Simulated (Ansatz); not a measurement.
**AlNH2F (SMILES [NH2][Al][F]): UCCSDT/STO-3G**

Aim: the electronic atomisation energy of AlNH2F at UCCSDT/STO-3G, from 5 runs. 

The calculation is run with Ansatz 0.2.0.

62 further runs of the same task are left out: 3 that didn't finish, 59 set aside as unsound or not needed.

## (1) Starting point

The species is AlNH2F (5 atoms), meant as a doublet with charge 0. SMILES: `[NH2][Al][F]`. The coordinates come from a PBE0-D4/def2-TZVP relaxation. This is one conformer, not always the lowest.

Bond lengths: N1–Al2 1.765 Å, Al2–F3 1.658 Å, N1–H4 1.007 Å, N1–H5 1.009 Å. Angles: N1–Al2–F3 117.4°, Al2–N1–H4 124.8°, Al2–N1–H5 124.2°, H4–N1–H5 111.0°.

## (2) A single-point energy at UCCSDT/STO-3G

Contents of in.yaml:

```yaml
crystal:
  periodic: [false, false, false]
  atoms:
    - {symbol: N, position_ang: [-0.384700, 0.499000, -0.263800]}
    - {symbol: Al, position_ang: [0.632000, -0.282800, 0.949500]}
    - {symbol: F, position_ang: [1.228700, -1.786800, 0.590000]}
    - {symbol: H, position_ang: [-0.804300, 1.408300, -0.162700]}
    - {symbol: H, position_ang: [-0.621700, 0.088600, -1.154400]}
basis:
  gaussian:
    orbitals: STO-3G
magnetization:
  spin_polarized: true
  initial_magnetization: 1
correlation:
  method: ccsdt
  frozen_orbitals: {Al: 5, F: 1, H: 0, "N": 1}
accuracy: high
scf:
  omitted_lower_state_checks: [cluster_reference, increment]
```

Started as:

```sh
$ ansatz run in.yaml --threads 1 --pin off --max-ram 2610MiB --events-out events.jsonl --progress --plain --runs-dir runs
```

Log:

```text
Warning: RAYON_NUM_THREADS=1 ignored (pool sized by the plan → 1); use --threads N
Functional definition: HF
  name "HF"
  exchange = exact_x
  correlation = 0
these checks for a lower state are left out or cut short: cluster_reference, increment
378 factors; integrals over basis functions are off by at most 3.4e-8 eV
mean field evaluation 1: about -10662.8596 eV, gradient 1.7e1 eV
mean field evaluation 2: about -10662.9183 eV, gradient 1.7e1 eV
mean field evaluation 4: about -10665.6801 eV, gradient 1.6e0 eV
mean field evaluation 8: about -10665.7351 eV, gradient 2.1e-2 eV
mean field -10665.73507588 eV, -391.9585345439 hartree, gradient 5.6e-8 eV, S^2 0.754722; 0 other end points of the search recorded, 0 dependent functions left out
7 core orbitals not correlated: weight in the atoms' cores, before any rotation towards them, 1.000 or more for the frozen orbitals, at most 0.000 for the correlated occupied ones
reference -10665.73507588 eV, -391.9585345439 hartree; 9, 8 occupied and 5, 6 virtual orbitals, 378 factors
second order -2.08122814 eV of doubles, -0.00000000 eV of singles
cycle   1  -2.35747742 eV  change   -2.8e-1 eV  update   9.0e-2
cycle   2  -2.59974600 eV  change   -2.4e-1 eV  update   4.5e-2
cycle   3  -2.74803223 eV  change   -1.5e-1 eV  update   2.7e-2
cycle   4  -2.76795714 eV  change   -2.0e-2 eV  update   9.4e-3
cycle   5  -2.76907601 eV  change   -1.1e-3 eV  update   4.6e-3
cycle   6  -2.76839999 eV  change    6.8e-4 eV  update   1.9e-3
cycle   7  -2.76881350 eV  change   -4.1e-4 eV  update   1.2e-3
cycle   8  -2.76902434 eV  change   -2.1e-4 eV  update   5.0e-4
cycle   9  -2.76907405 eV  change   -5.0e-5 eV  update   2.3e-4
cycle  10  -2.76917741 eV  change   -1.0e-4 eV  update   1.0e-4
cycle  11  -2.76918477 eV  change   -7.4e-6 eV  update   5.1e-5
cycle  12  -2.76916541 eV  change    1.9e-5 eV  update   2.4e-5
cycle  13  -2.76915887 eV  change    6.5e-6 eV  update   1.2e-5
cycle  14  -2.76914929 eV  change    9.6e-6 eV  update   5.7e-6
cycle  15  -2.76915117 eV  change   -1.9e-6 eV  update   2.7e-6
cycle  16  -2.76915410 eV  change   -2.9e-6 eV  update   1.7e-6
cycle  17  -2.76915468 eV  change   -5.8e-7 eV  update   7.7e-7
cycle  18  -2.76915502 eV  change   -3.4e-7 eV  update   3.8e-7
cycle  19  -2.76915511 eV  change   -9.3e-8 eV  update   2.0e-7
cycle  20  -2.76915500 eV  change    1.2e-7 eV  update   1.1e-7
cycle  21  -2.76915493 eV  change    6.3e-8 eV  update   5.4e-8
cycle  22  -2.76915488 eV  change    4.9e-8 eV  update   3.1e-8
cycle  23  -2.76915453 eV  change    3.6e-7 eV  update   9.7e-8
cycle  24  -2.76915446 eV  change    6.7e-8 eV  update   3.9e-8
cycle  25  -2.76915440 eV  change    6.3e-8 eV  update   1.9e-8
cycle  26  -2.76915440 eV  change   -6.5e-9 eV  update   9.0e-9
cycle  27  -2.76915440 eV  change    1.5e-9 eV  update   3.9e-9
cycle  28  -2.76915440 eV  change  -9.9e-10 eV  update   1.5e-9
Total energy: -10668.50423029 eV, -392.0602990911 hartree
Checks for a lower state left out: cluster_reference, increment
```

Run time: 1.4 s. Hardware: 1 thread of Arm Neoverse V1, shared host.

## (3) The Al atom

Contents of run.yaml:

```yaml
crystal:
  periodic: [false, false, false]
  atoms:
    - {symbol: Al, position_ang: [0.000000, 0.000000, 0.000000]}
basis:
  gaussian:
    orbitals: STO-3G
magnetization:
  spin_polarized: true
  initial_magnetization: 1
correlation:
  method: ccsdt
  frozen_orbitals: {Al: 5}
accuracy: high
scf:
  omitted_lower_state_checks: [cluster_reference, increment]
```

Run the same way, it converges to -238.88392 Eh (log not shown).

## (4) The F atom at the same level

Contents of in.yaml:

```yaml
crystal:
  periodic: [false, false, false]
  atoms:
    - {symbol: F, position_ang: [0.000000, 0.000000, 0.000000]}
basis:
  gaussian:
    orbitals: STO-3G
total_charge: 0
magnetization:
  spin_polarized: true
  initial_magnetization: 1
correlation:
  method: ccsdt
  frozen_orbitals: {F: 1}
accuracy: high
scf:
  omitted_lower_state_checks: [cluster_reference, increment]
```

Run the same way, it converges to -97.98651 Eh (log not shown).

## (5) The H atom: the energy at UHF/STO-3G

Contents of job.yaml:

```yaml
crystal:
  periodic: [false, false, false]
  atoms:
    - symbol: H
      position_ang: [0.000000, 0.000000, 0.000000]
basis:
  gaussian:
    orbitals: STO-3G
hamiltonian:
  xc: hf
accuracy: high
magnetization:
  spin_polarized: true
  initial_magnetization: 1
```

Run the same way, it converges to -0.46658 Eh (log not shown).

## (6) The N atom at the same level

Contents of input.yaml:

```yaml
crystal:
  periodic: [false, false, false]
  atoms:
    - {symbol: N, position_ang: [0.000000, 0.000000, 0.000000]}
basis:
  gaussian:
    orbitals: STO-3G
magnetization:
  spin_polarized: true
  initial_magnetization: 3
correlation:
  method: ccsdt
  frozen_orbitals: {"N": 1}
accuracy: high
scf:
  omitted_lower_state_checks: [cluster_reference, increment]
```

Run the same way, it converges to -53.71901 Eh (log not shown).

## (7) Summary of results

Level: UCCSDT/STO-3G, 7 core orbitals frozen.

```
                                             quantity          value
                               molecule: total energy  -392.06030 Eh
molecule: correlation energy (7 core orbitals frozen)     -101.8 mEh
          molecule: ⟨S²⟩ of the reference determinant          0.755
                              molecule: T1 diagnostic          0.018
                                Al atom: total energy  -238.88392 Eh
 Al atom: correlation energy (5 core orbitals frozen)      -25.6 mEh
           Al atom: ⟨S²⟩ of the reference determinant          0.750
                               Al atom: T1 diagnostic          0.000
                                 F atom: total energy   -97.98651 Eh
   F atom: correlation energy (1 core orbital frozen)        0.0 mEh
            F atom: ⟨S²⟩ of the reference determinant          0.750
                                F atom: T1 diagnostic          0.000
                                 H atom: total energy    -0.46658 Eh
                                         H atom: ⟨S²⟩          0.750
                                 N atom: total energy   -53.71901 Eh
   N atom: correlation energy (1 core orbital frozen)        0.0 mEh
            N atom: ⟨S²⟩ of the reference determinant          3.750
                                N atom: T1 diagnostic          0.000
                        electronic atomisation energy      14.632 eV
```

**Reading.** Taking the molecule apart into free atoms costs 14.63 eV (1412 kJ/mol), before zero-point energy and without spin-orbit coupling. In a minimal basis such a difference can be off by several eV, whatever the method.
